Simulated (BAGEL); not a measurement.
**CH5GaO2 (SMILES [CH3][Ga]([OH])[OH]) at PBE0/cc-pVDZ (density fitting with cc-pvqz-jkfit)**

Aim: the energy change on altering one bond length of CH5GaO2 at PBE0/cc-pVDZ (density fitting with cc-pvqz-jkfit), from 2 runs. 

The calculation is run with BAGEL 1.2.2.

2 further runs of the same task are left out: 1 that didn't finish, 1 set aside as unsound or not needed.

## Step 1: The molecule

The species is CH5GaO2 (9 atoms), meant as a singlet with charge 0. As SMILES, `[CH3][Ga]([OH])[OH]`. The coordinates come from a PBE0-D4/def2-TZVP relaxation. This is one conformer, not always the lowest.

Bond lengths: C1–Ga2 1.941 Å, Ga2–O3 1.791 Å, Ga2–O4 1.791 Å, C1–H5 1.090 Å, C1–H6 1.091 Å, C1–H7 1.091 Å, O3–H8 0.959 Å, O4–H9 0.959 Å. Some angles: C1–Ga2–O3 121.3°, C1–Ga2–O4 121.2°, O3–Ga2–O4 117.5°, Ga2–C1–H5 110.5°, Ga2–C1–H6 109.9°, Ga2–C1–H7 110.2°, Ga2–O3–H8 115.4°, Ga2–O4–H9 115.3°, H5–C1–H6 108.9°, H5–C1–H7 109.4°.

## Step 2: A single-point energy at PBE0/cc-pVDZ (density fitting with cc-pvqz-jkfit)

Input file calc.json:

```json
{ "bagel" : [

{
  "title" : "molecule",
  "basis" : "cc-pvdz.json",
  "df_basis" : "cc-pvqz-jkfit",
  "angstrom" : true,
  "geometry" : [
    { "atom" : "C", "xyz" : [       0.139500,       0.740600,      -1.385600 ] },
    { "atom" : "Ga", "xyz" : [      -0.022300,      -0.180400,       0.314900 ] },
    { "atom" : "O", "xyz" : [       0.237900,      -1.947500,       0.443200 ] },
    { "atom" : "O", "xyz" : [      -0.435700,       0.706800,       1.814800 ] },
    { "atom" : "H", "xyz" : [       0.259800,       0.024500,      -2.197900 ] },
    { "atom" : "H", "xyz" : [       1.005300,       1.404900,      -1.368100 ] },
    { "atom" : "H", "xyz" : [      -0.746600,       1.349900,      -1.568800 ] },
    { "atom" : "H", "xyz" : [       0.141200,      -2.314500,       1.323600 ] },
    { "atom" : "H", "xyz" : [      -0.490700,       0.169600,       2.607000 ] }
  ]
},

{
  "title" : "ks",
  "xc_func" : "pbe0"
},

{
  "title" : "print",
  "file" : "orbitals.molden",
  "orbitals" : true
}

]}
```

The basis set cc-pVDZ is read from a file made from the Basis Set Exchange's data (not shown).

Command:

```console
$ BAGEL_NUM_THREADS=1 BAGEL calc.json > calc.out
```

Log:

```text
* using 1 threads per process

  ===============================================================
  ===============================================================

  *** Geometry ***

  { "atom" : "C", "xyz" : [      0.263617,      1.399531,     -2.618405 ] },
  { "atom" : "Ga", "xyz" : [     -0.042141,     -0.340907,      0.595075 ] },
  { "atom" : "O", "xyz" : [      0.449566,     -3.680242,      0.837527 ] },
  { "atom" : "O", "xyz" : [     -0.823354,      1.335658,      3.429475 ] },
  { "atom" : "H", "xyz" : [      0.490951,      0.046298,     -4.153429 ] },
  { "atom" : "H", "xyz" : [      1.899742,      2.654876,     -2.585334 ] },
  { "atom" : "H", "xyz" : [     -1.410870,      2.550941,     -2.964602 ] },
  { "atom" : "H", "xyz" : [      0.266829,     -4.373771,      2.501241 ] },
  { "atom" : "H", "xyz" : [     -0.927289,      0.320498,      4.926516 ] },

  Number of auxiliary basis functions:      791

  Since a DF basis is specified, we compute 2- and 3-index integrals:
    o Being stored without compression. Storage requirement is 0.056 GB

  Number of basis functions:       94
  Number of electrons      :       58

    * METHOD: MOLECULE                             1.03

  *** Kohn-Sham DFT ***

    * Removing 15907 points whose weight is below 1.00e-10
    * Grid points: 118247

  === Nuclear Repulsion ===
   287.7437801815

       - DIIS with orbital gradients will be used.

  === KS iteration (pbe0 / cc-pvdz.json) ===
      0      -2087.47304580          0.10858861           0.79
      1      -1955.45549776          0.24328988           0.77
      2      -2047.96391511          0.10878677           0.76
      3      -2038.41519174          0.15651001           0.76
      4      -2110.04579241          0.09088857           0.73
      5      -2098.42929160          0.08782043           0.74
      6      -2112.33133126          0.07518827           0.75
      7      -2115.61622791          0.02263764           0.76
      8      -2115.55163729          0.02651418           0.74
      9      -2115.98691132          0.00176946           0.76
     10      -2115.98859511          0.00083849           0.74
     11      -2115.98894138          0.00049104           0.74
     12      -2115.98912146          0.00010377           0.74
     13      -2115.98912952          0.00002645           0.74
     14      -2115.98912979          0.00001919           0.74
     15      -2115.98913006          0.00000217           0.77
     16      -2115.98913006          0.00000060           0.73
     17      -2115.98913006          0.00000018           0.73
     18      -2115.98913006          0.00000008           0.74
     19      -2115.98913006          0.00000002           0.74
     20      -2115.98913006          0.00000001           0.74
     21      -2115.98913006          0.00000000           0.75
    * SCF iteration converged.

    * Permanent dipole moment:
           (    0.018047,     0.130483,    -0.256679) a.u.

    * METHOD: KS                                  17.68

    * METHOD: PRINT                                0.02

  ===============================================================
```

Run time: 19 s. Hardware: 1 thread of Intel Xeon Platinum 8259CL at 2.50GHz (Skylake/Cascade Lake), shared host; peak memory 0.57 GiB.

## Step 3: The distorted shape

Input file dft.json:

```json
{ "bagel": [

{
  "title": "molecule",
  "basis": "cc-pvdz.json",
  "df_basis": "cc-pvqz-jkfit",
  "angstrom": true,
  "geometry": [
    { "atom": "C", "xyz": [       0.121452,       0.848032,      -1.263735 ] },
    { "atom": "Ga", "xyz": [      -0.040348,      -0.072968,       0.436765 ] },
    { "atom": "O", "xyz": [       0.219852,      -1.840068,       0.565065 ] },
    { "atom": "O", "xyz": [      -0.453748,       0.814232,       1.936665 ] },
    { "atom": "H", "xyz": [       0.259800,       0.024500,      -2.197900 ] },
    { "atom": "H", "xyz": [       0.987252,       1.512332,      -1.246235 ] },
    { "atom": "H", "xyz": [      -0.764648,       1.457332,      -1.446935 ] },
    { "atom": "H", "xyz": [       0.123152,      -2.207068,       1.445465 ] },
    { "atom": "H", "xyz": [      -0.508748,       0.277032,       2.728865 ] }
  ]
},

{
  "title": "ks",
  "xc_func": "pbe0"
},

{
  "title": "print",
  "file": "orbitals.molden",
  "orbitals": true
}

]}
```

The basis set cc-pVDZ is read from a file made from the Basis Set Exchange's data (not shown).

Command:

```console
$ BAGEL_NUM_THREADS=1 BAGEL dft.json > dft.out
```

Log:

```text
* using 1 threads per process

  ===============================================================
  ===============================================================

  *** Geometry ***

  { "atom" : "C", "xyz" : [      0.229511,      1.602548,     -2.388113 ] },
  { "atom" : "Ga", "xyz" : [     -0.076247,     -0.137890,      0.825366 ] },
  { "atom" : "O", "xyz" : [      0.415460,     -3.477225,      1.067818 ] },
  { "atom" : "O", "xyz" : [     -0.857459,      1.538675,      3.659766 ] },
  { "atom" : "H", "xyz" : [      0.490951,      0.046298,     -4.153429 ] },
  { "atom" : "H", "xyz" : [      1.865636,      2.857893,     -2.355043 ] },
  { "atom" : "H", "xyz" : [     -1.444975,      2.753958,     -2.734311 ] },
  { "atom" : "H", "xyz" : [      0.232724,     -4.170754,      2.731533 ] },
  { "atom" : "H", "xyz" : [     -0.961394,      0.523515,      5.156807 ] },

  Number of auxiliary basis functions:      791

  Since a DF basis is specified, we compute 2- and 3-index integrals:
    o Being stored without compression. Storage requirement is 0.056 GB

  Number of basis functions:       94
  Number of electrons      :       58

    * METHOD: MOLECULE                             1.05

  *** Kohn-Sham DFT ***

    * Removing 15717 points whose weight is below 1.00e-10
    * Grid points: 118437

  === Nuclear Repulsion ===
   286.9850918119

       - DIIS with orbital gradients will be used.

  === KS iteration (pbe0 / cc-pvdz.json) ===
      0      -2087.53391638          0.10856401           0.90
      1      -1956.77191142          0.24453712           0.80
      2      -2048.33283089          0.10914471           0.75
      3      -2039.04406662          0.16641086           0.75
      4      -2101.79641327          0.10162870           0.76
      5      -2106.46755372          0.08004656           0.77
      6      -2109.36557655          0.07841532           0.76
      7      -2115.67223019          0.02043809           0.74
      8      -2115.67092762          0.02238101           0.75
      9      -2115.97606033          0.00162837           0.77
     10      -2115.97762753          0.00054620           0.74
     11      -2115.97771100          0.00039336           0.74
     12      -2115.97782533          0.00007441           0.74
     13      -2115.97782850          0.00003639           0.74
     14      -2115.97782949          0.00001039           0.76
     15      -2115.97782957          0.00000138           0.75
     16      -2115.97782957          0.00000040           0.78
     17      -2115.97782957          0.00000020           0.76
     18      -2115.97782957          0.00000007           0.74
     19      -2115.97782957          0.00000002           0.74
     20      -2115.97782957          0.00000001           0.74
    * SCF iteration converged.

    * Permanent dipole moment:
           (    0.022081,     0.116758,    -0.283657) a.u.

    * METHOD: KS                                  17.30

    * METHOD: PRINT                                0.02

  ===============================================================
```

Wall time 19 s (1 thread of Intel Xeon Platinum 8259CL at 2.50GHz (Skylake/Cascade Lake), shared host); peak memory 0.57 GiB.

## Step 4: Results

At PBE0/cc-pVDZ (density fitting with cc-pvqz-jkfit):

| quantity | value |
| --- | --- |
| first shape: total energy | -2115.98913 Eh |
| first shape: dipole moment | 0.73 D |
| first shape: HOMO energy | -8.18 eV |
| first shape: LUMO energy | 0.16 eV |
| first shape: HOMO–LUMO gap | 8.33 eV |
| distorted shape: total energy | -2115.97783 Eh |
| distorted shape: dipole moment | 0.78 D |
| distorted shape: HOMO energy | -8.19 eV |
| distorted shape: LUMO energy | 0.11 eV |
| distorted shape: HOMO–LUMO gap | 8.30 eV |
| energy change with the C1–H5 bond stretched from 1.090 to 1.253 Å | 0.308 eV |

In words: With the C1–H5 bond stretched from 1.090 to 1.253 Å the energy rises by 0.31 eV (7.1 kcal/mol). The first shape isn't relaxed at this level, so the change isn't measured from a minimum.
